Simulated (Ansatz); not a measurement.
# GeH4 (SMILES [H][Ge]([H])([H])[H]) at PBE0/STO-3G

What is the electronic atomisation energy of GeH4 at PBE0/STO-3G? 

The results are computed with Ansatz 0.2.0.

30 further runs of the same task are left out: 2 that didn't finish, 28 set aside as unsound or not needed.

## Step 1: The molecule

The species is GeH4 (5 atoms), meant as a singlet with charge 0. SMILES: `[H][Ge]([H])([H])[H]`. Geometry: a GFN2-xTB relaxation, a rough one for these elements and not checked as a minimum.

Bond lengths: Ge1–H2 1.482 Å, Ge1–H3 1.483 Å, Ge1–H4 1.482 Å, Ge1–H5 1.483 Å. Angles: H2–Ge1–H3 109.4°, H2–Ge1–H4 109.5°, H2–Ge1–H5 109.5°, H3–Ge1–H4 109.6°, H3–Ge1–H5 109.5°, H4–Ge1–H5 109.4°.

## Step 2: The energy at PBE0/STO-3G

The input, run.yaml:

```yaml
basis:
  gaussian: {orbitals: STO-3G}
crystal:
  periodic: [false, false, false]
  atoms:
    - {symbol: Ge, position_ang: [0.000120, 0.000440, -0.000220]}
    - {symbol: H, position_ang: [0.011480, -0.018150, 1.481920]}
    - {symbol: H, position_ang: [1.394900, 0.010030, -0.503500]}
    - {symbol: H, position_ang: [-0.707610, 1.213950, -0.473620]}
    - {symbol: H, position_ang: [-0.698890, -1.206270, -0.504580]}
magnetization: {spin_polarized: false}
hamiltonian: {xc: pbe0}
accuracy: high
```

Started as:

```
$ ansatz run run.yaml --threads 1 --pin off --max-ram 2610MiB --events-out events.jsonl --progress --plain --runs-dir runs
```

Log:

```text
Warning: RAYON_NUM_THREADS=1 ignored (pool sized by the plan → 1); use --threads N
Functional definition: PBE0
  name "PBE0"
  parameter a = 0.25
  parameter kappa = 0.804
  parameter beta = 0.06672455060314922
  exchange = (1 - a)*pbe_x(kappa = kappa, mu = beta*pi^2/3) + a*exact_x
  correlation = pbe_c(beta = beta)
290 factors; integrals over basis functions are off by at most 7.8e-9 eV
mean field evaluation 1: about -55925.0309 eV, gradient 1.8e1 eV
mean field evaluation 2: about -55925.6625 eV, gradient 9.7e0 eV
mean field evaluation 4: about -55925.9849 eV, gradient 5.3e-2 eV
mean field evaluation 8: about -55925.9628 eV, gradient 9.8e-5 eV
mean field -55925.96279848 eV, -2055.2412248649 hartree, gradient 3.1e-9 eV, S^2 0.000000; 0 other end points of the search recorded, 0 dependent functions left out
reference -55925.96279972 eV, -2055.2412249106 hartree; 18, 18 occupied and 4, 4 virtual orbitals, 290 factors
Total energy: -55925.96279972 eV, -2055.2412249106 hartree
```

Wall time 0.78 s (1 thread of Intel Xeon Platinum 8375C at 2.90GHz (Ice Lake), shared host); peak memory 0.11 GiB.

## Step 3: The Ge atom

The input, input.yaml:

```yaml
crystal:
  periodic: [false, false, false]
  atoms:
    - symbol: Ge
      position_ang: [0.000000, 0.000000, 0.000000]
basis:
  gaussian:
    orbitals: STO-3G
magnetization:
  spin_polarized: true
  initial_magnetization: 2
hamiltonian:
  xc: pbe0
accuracy: high
```

Started as:

```
$ ansatz run input.yaml --threads 1 --pin off --max-ram 2610MiB --events-out events.jsonl --progress --plain --runs-dir runs
```

Log, cut to the lines that bear on the results:

```text
Warning: RAYON_NUM_THREADS=1 ignored (pool sized by the plan → 1); use --threads N
[... 2 set-up lines as earlier in the session ...]
[...]
138 factors; integrals over basis functions are off by at most 4.5e-9 eV
[...]
mean field -55855.45901937 eV, -2052.6502587718 hartree, gradient 9.4e-9 eV, S^2 2.188012; 9 other end points of the search recorded, 0 dependent functions left out
reference -55855.45902056 eV, -2052.6502588156 hartree; 17, 15 occupied and 1, 3 virtual orbitals, 138 factors
Total energy: -55855.45902056 eV, -2052.6502588156 hartree
```

It took 2.5 s on 1 thread of Intel Xeon Platinum 8375C at 2.90GHz (Ice Lake), shared host; peak memory 0.11 GiB.

## Step 4: The H atom at the same level

The input, job.yaml:

```yaml
crystal:
  periodic: [false, false, false]
  atoms:
    - symbol: H
      position_ang: [0.000000, 0.000000, 0.000000]
basis:
  gaussian:
    orbitals: STO-3G
magnetization:
  spin_polarized: true
  initial_magnetization: 1
hamiltonian:
  xc: {name: PBE0}
accuracy: high
```

Started as:

```
$ ansatz run job.yaml --threads 1 --pin off --max-ram 2610MiB --events-out events.jsonl --progress --plain --runs-dir runs
```

Log, cut to the lines that bear on the results:

```text
Warning: RAYON_NUM_THREADS=1 ignored (pool sized by the plan → 1); use --threads N
[... 7 set-up lines as earlier in the session ...]
1 factors; integrals over basis functions are off by at most 4.6e-10 eV
mean field evaluation 1: about -12.6944 eV, gradient 0.0e0 eV
mean field evaluation 2: about -12.6944 eV, gradient 0.0e0 eV
mean field -12.69435959 eV, -0.4665091103 hartree, gradient 0.0e0 eV, S^2 0.750000; 0 other end points of the search recorded, 0 dependent functions left out
reference -12.69436041 eV, -0.4665091406 hartree; 1, 0 occupied and 0, 1 virtual orbitals, 1 factors
Total energy: -12.69436041 eV, -0.4665091406 hartree
```

It took 0.06 s on 1 thread of Intel Xeon Platinum 8375C at 2.90GHz (Ice Lake), shared host.

## Step 5: Results

Level: PBE0/STO-3G.

| quantity | value |
| --- | --- |
| molecule: total energy | -2055.24122 Eh |
| Ge atom: total energy | -2052.65026 Eh |
| Ge atom: ⟨S²⟩ | 2.188 |
| H atom: total energy | -0.46651 Eh |
| H atom: ⟨S²⟩ | 0.750 |
| electronic atomisation energy | 19.726 eV |

**Reading.** Taking the molecule apart into free atoms costs 19.73 eV (455 kcal/mol), before zero-point energy and without spin-orbit coupling. In a minimal basis such a difference can be off by several eV, whatever the method. ⟨S²⟩ (Ge atom) is 2.19 where a pure triplet has 2.00: the reference is spin-contaminated.
